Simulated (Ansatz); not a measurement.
Set up this calculation in Ansatz 0.2.0, as the native input.

```
Task                : single point
Functional          : LDA
Potentials or basis : all-electron LAPW, scalar-relativistic
Cutoff              : 241 eV (chosen from the basis error)
Basis error allowed : 0.002 eV/atom
k mesh              : 10 × 10 × 1
Occupations         : fermi-dirac, width 0.05 eV
Spin                : no spin polarisation
```

Slab: MoS2, a slab with vacuum.

```
S Mo
1.0
     3.18413    0.00000    0.00000
    -1.59206    2.75753    0.00000
     0.00000    0.00000   35.43725
S Mo
4 2
Direct
  0.33333 0.66667 0.21164
  0.33333 0.66667 0.29920
  0.33333 0.66667 0.70080
  0.33333 0.66667 0.78836
  0.00000 0.00000 0.25542
  0.00000 0.00000 0.74458
```

The input as run:

input.yaml

```yaml
crystal:
  lattice:
    - [3.1841260822, 0.0, 0.0]
    - [-1.5920630411, 2.757534076, 0.0]
    - [0.0, 0.0, 35.4372499633]
  atoms:
    - { symbol: S, position: [0.33333333, 0.66666666, 0.2116417049] }
    - { symbol: Mo, position: [0.0, 0.0, 0.2554183808] }
    - { symbol: S, position: [0.33333333, 0.66666666, 0.2991950567] }
    - { symbol: S, position: [0.33333333, 0.66666666, 0.7008049433] }
    - { symbol: Mo, position: [0.0, 0.0, 0.7445816192] }
    - { symbol: S, position: [0.33333333, 0.66666666, 0.7883582951] }
kpoints:
  mp_grid: { grid: [10, 10, 1] }
scf:
  occupations: { method: fermi_dirac, width: 0.05 }
hamiltonian:
  xc: lda
  pseudopotentials: { kind: all_electron, lapw: { basis_error: 0.002 } }
output:
  forces: true
  stress: true
  eigenvalues: true
```

Potentials or basis: all-electron LAPW, scalar-relativistic.

Launch:

```bash
$ ansatz run input.yaml --threads 8 --pin off --max-ram 28672MiB --backend cpu --events-out ev --progress --plain --runs-dir out
```

It gave:

- Largest force: 0.390 eV/Å
- Band gap on the k mesh: 1.73 eV, indirect (least direct gap 1.92 eV)
- Work function: 5.31 eV

Wall time 46 s on 8 threads of Intel(R) Xeon(R) Processor @ 2.50GHz (Skylake/Cascade Lake), on a shared host, peak memory 1.2 GiB.
